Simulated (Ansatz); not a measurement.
# HF/3-21G run of C3H11AlO (SMILES C[Al-](C)(C)[OH2+])

What is the electronic atomisation energy of C3H11AlO at HF/3-21G? 

The calculation is run with Ansatz 0.2.0.

71 further runs of the same task are left out: 2 that didn't finish, 69 set aside as unsound or not needed.

### Step 1. The molecule

C3H11AlO: 16 atoms, total charge 0, spin state singlet. SMILES: `C[Al-](C)(C)[OH2+]`. Geometry: relaxed at PBE0-D4/def2-TZVP. This is one conformer, not always the lowest.

Bond lengths: C1–Al2 1.979 Å, Al2–C3 1.979 Å, Al2–C4 1.966 Å, Al2–O5 2.056 Å, C1–H6 1.097 Å, C1–H7 1.096 Å, C1–H8 1.097 Å, C3–H9 1.097 Å, C3–H10 1.097 Å, C3–H11 1.096 Å, C4–H12 1.095 Å, C4–H13 1.096 Å, C4–H14 1.095 Å, O5–H15 0.964 Å, O5–H16 0.964 Å. Some angles: C1–Al2–C3 117.8°, C1–Al2–C4 117.9°, C1–Al2–O5 96.3°, C3–Al2–C4 118.0°, C3–Al2–O5 96.3°, C4–Al2–O5 102.6°, Al2–C1–H6 113.5°, Al2–C1–H7 110.5°, Al2–C1–H8 113.0°, Al2–C3–H9 113.0°.

### Step 2. A single-point energy at HF/3-21G

Contents of molecule.yaml:

```yaml
basis:
  gaussian: {orbitals: 3-21G.json}
crystal:
  periodic: [false, false, false]
  atoms:
    - {symbol: C, position_ang: [-0.637980, 0.723110, -1.712710]}
    - {symbol: Al, position_ang: [0.085580, -0.140530, -0.085580]}
    - {symbol: C, position_ang: [1.698930, 0.654370, 0.740480]}
    - {symbol: C, position_ang: [-0.210750, -2.071140, 0.142530]}
    - {symbol: O, position_ang: [-1.268240, 0.678630, 1.227590]}
    - {symbol: H, position_ang: [-0.585750, 1.818080, -1.686750]}
    - {symbol: H, position_ang: [-0.069050, 0.414640, -2.597260]}
    - {symbol: H, position_ang: [-1.679210, 0.445600, -1.917720]}
    - {symbol: H, position_ang: [1.843550, 0.343900, 1.782560]}
    - {symbol: H, position_ang: [1.707300, 1.750610, 0.717030]}
    - {symbol: H, position_ang: [2.601530, 0.334090, 0.207600]}
    - {symbol: H, position_ang: [-0.016600, -2.405220, 1.167190]}
    - {symbol: H, position_ang: [0.454110, -2.651670, -0.507280]}
    - {symbol: H, position_ang: [-1.233710, -2.369370, -0.110180]}
    - {symbol: H, position_ang: [-0.808840, 1.221910, 1.877580]}
    - {symbol: H, position_ang: [-1.880870, 1.252980, 0.754900]}
hamiltonian: {xc: hf}
accuracy: high
output: {orbitals: {seedname: orbitals}}
```

The basis set 3-21G is read from a file made from the Basis Set Exchange's data (not shown).

On the command line:

```console
ansatz run molecule.yaml --threads 1 --pin off --max-ram 3480MiB --events-out events.jsonl --progress --plain --runs-dir runs
```

The log of the run:

```text
Warning: RAYON_NUM_THREADS=1 ignored (pool sized by the plan → 1); use --threads N
Functional definition: HF
  name "HF"
  exchange = exact_x
  correlation = 0
1714 factors; integrals over basis functions are off by at most 9.7e-9 eV
mean field evaluation 1: about -11818.0889 eV, gradient 3.9e1 eV
mean field evaluation 2: about -11818.3736 eV, gradient 3.9e1 eV
mean field evaluation 4: about -11821.8726 eV, gradient 2.6e0 eV
mean field evaluation 8: about -11821.8959 eV, gradient 1.3e-1 eV
mean field evaluation 16: about -11821.8960 eV, gradient 3.3e-8 eV
mean field -11821.89595290 eV, -434.4466631003 hartree, gradient 3.3e-8 eV, S^2 0.000000; 0 other end points of the search recorded, 0 dependent functions left out
reference -11821.89595290 eV, -434.4466631003 hartree; 25, 25 occupied and 46, 46 virtual orbitals, 1714 factors
Total energy: -11821.89595290 eV, -434.4466631003 hartree
```

Run time: 1.6 s. Hardware: 1 thread of Arm Neoverse V1, shared host; peak memory 0.18 GiB.

### Step 3. The Al atom at the same level

Contents of job.yaml:

```yaml
crystal:
  periodic: [false, false, false]
  atoms:
    - {symbol: Al, position_ang: [0.000000, 0.000000, 0.000000]}
basis:
  gaussian: {orbitals: 3-21G.json}
total_charge: 0
magnetization: {spin_polarized: true, initial_magnetization: 1}
hamiltonian: {xc: hf}
accuracy: high
```

The basis set 3-21G is read from a file made from the Basis Set Exchange's data (not shown).

On the command line:

```console
ansatz run job.yaml --threads 1 --pin off --max-ram 3480MiB --events-out events.jsonl --progress --plain --runs-dir runs
```

The log of the run:

```text
Warning: RAYON_NUM_THREADS=1 ignored (pool sized by the plan → 1); use --threads N
Functional definition: HF
  name "HF"
  exchange = exact_x
  correlation = 0
79 factors; integrals over basis functions are off by at most 3.6e-9 eV
mean field evaluation 1: about -6545.6346 eV, gradient 2.0e0 eV
mean field evaluation 2: about -6545.6359 eV, gradient 2.0e0 eV
mean field evaluation 4: about -6545.7301 eV, gradient 8.9e-2 eV
mean field evaluation 8: about -6545.7274 eV, gradient 4.0e-9 eV
mean field evaluation 16: about -6544.9870 eV, gradient 3.2e0 eV
mean field evaluation 32: about -6545.7273 eV, gradient 6.6e-2 eV
mean field evaluation 64: about -6545.7274 eV, gradient 6.7e-8 eV
mean field -6545.72741561 eV, -240.5510456702 hartree, gradient 4.0e-8 eV, S^2 0.750099; 2 other end points of the search recorded, 0 dependent functions left out
reference -6545.72741561 eV, -240.5510456702 hartree; 7, 6 occupied and 6, 7 virtual orbitals, 79 factors
Total energy: -6545.72741561 eV, -240.5510456702 hartree
```

Wall time 0.06 s (1 thread of Arm Neoverse V1, shared host).

### Step 4. The C atom at the same level

Contents of input.yaml:

```yaml
crystal:
  periodic: [false, false, false]
  atoms:
    - {symbol: C, position_ang: [0.000000, 0.000000, 0.000000]}
basis:
  gaussian:
    orbitals: 3-21G.json
magnetization:
  spin_polarized: true
  initial_magnetization: 2
hamiltonian:
  xc: hf
accuracy: high
```

The basis set 3-21G is read from a file made from the Basis Set Exchange's data (not shown).

On the command line:

```console
ansatz run input.yaml --threads 1 --pin off --max-ram 3480MiB --events-out events.jsonl --progress --plain --runs-dir runs
```

The log of the run:

```text
Warning: RAYON_NUM_THREADS=1 ignored (pool sized by the plan → 1); use --threads N
Functional definition: HF
  name "HF"
  exchange = exact_x
  correlation = 0
42 factors; integrals over basis functions are off by at most 9.6e-9 eV
mean field evaluation 1: about -1019.7341 eV, gradient 4.9e0 eV
mean field evaluation 2: about -1019.7347 eV, gradient 4.9e0 eV
mean field evaluation 4: about -1019.9117 eV, gradient 1.9e-1 eV
mean field evaluation 8: about -1019.9119 eV, gradient 6.4e-5 eV
mean field evaluation 16: about -1019.9118 eV, gradient 6.1e-2 eV
mean field evaluation 32: about -1019.9119 eV, gradient 2.8e-8 eV
mean field -1019.91186813 eV, -37.4810698326 hartree, gradient 2.8e-8 eV, S^2 2.000971; 2 other end points of the search recorded, 0 dependent functions left out
reference -1019.91186813 eV, -37.4810698326 hartree; 4, 2 occupied and 5, 7 virtual orbitals, 42 factors
Total energy: -1019.91186813 eV, -37.4810698326 hartree
```

It took 0.04 s on 1 thread of Arm Neoverse V1, shared host.

### Step 5. The H atom, same level

Contents of input.yaml:

```yaml
crystal:
  periodic: [false, false, false]
  atoms:
    - {symbol: H, position_ang: [0.000000, 0.000000, 0.000000]}
basis:
  gaussian: {orbitals: 3-21G.json}
magnetization: {spin_polarized: true, initial_magnetization: 1}
hamiltonian: {xc: hf}
accuracy: high
```

The basis set 3-21G is read from a file made from the Basis Set Exchange's data (not shown).

On the command line:

```console
ansatz run input.yaml --threads 1 --pin off --max-ram 3480MiB --events-out events.jsonl --progress --plain --runs-dir runs
```

The log of the run:

```text
Warning: RAYON_NUM_THREADS=1 ignored (pool sized by the plan → 1); use --threads N
Functional definition: HF
  name "HF"
  exchange = exact_x
  correlation = 0
3 factors; integrals over basis functions are off by at most 1.3e-8 eV
mean field evaluation 1: about -13.4868 eV, gradient 1.3e0 eV
mean field evaluation 2: about -13.4868 eV, gradient 1.3e0 eV
mean field evaluation 4: about -13.5023 eV, gradient 2.1e-5 eV
mean field evaluation 8: about -13.5023 eV, gradient 1.0e-12 eV
mean field -13.50225274 eV, -0.4961986360 hartree, gradient 4.5e-8 eV, S^2 0.750000; 0 other end points of the search recorded, 0 dependent functions left out
reference -13.50225274 eV, -0.4961986360 hartree; 1, 0 occupied and 1, 2 virtual orbitals, 3 factors
Total energy: -13.50225274 eV, -0.4961986360 hartree
```

It took 0.04 s on 1 thread of Arm Neoverse V1, shared host.

### Step 6. The O atom, same level

Contents of job.yaml:

```yaml
crystal:
  periodic: [false, false, false]
  atoms:
    - symbol: O
      position_ang: [0.000000, 0.000000, 0.000000]
basis:
  gaussian:
    orbitals: 3-21G.json
magnetization:
  spin_polarized: true
  initial_magnetization: 2
hamiltonian:
  xc: hf
accuracy: high
```

The basis set 3-21G is read from a file made from the Basis Set Exchange's data (not shown).

Run the same way, it converges to -74.39366 Eh (log not shown).

### Step 7. Summary of results

Level: HF/3-21G.

```
                     quantity          value
       molecule: total energy  -434.44666 Eh
        molecule: HOMO energy       -9.77 eV
        molecule: LUMO energy        4.42 eV
      molecule: HOMO–LUMO gap       14.19 eV
        Al atom: total energy  -240.55105 Eh
                Al atom: ⟨S²⟩          0.750
         C atom: total energy   -37.48107 Eh
                 C atom: ⟨S²⟩          2.001
         H atom: total energy    -0.49620 Eh
                 H atom: ⟨S²⟩          0.750
         O atom: total energy   -74.39366 Eh
                 O atom: ⟨S²⟩          2.001
electronic atomisation energy      43.554 eV
```

What this shows: Taking the molecule apart into free atoms costs 43.55 eV (4202 kJ/mol), before zero-point energy and without spin-orbit coupling. Hartree–Fock lacks the correlation of the bonding pairs, which as a rule makes this value much too low; in minimal bases other errors can mask that. The basis has no polarisation functions, which makes bonds too weak.
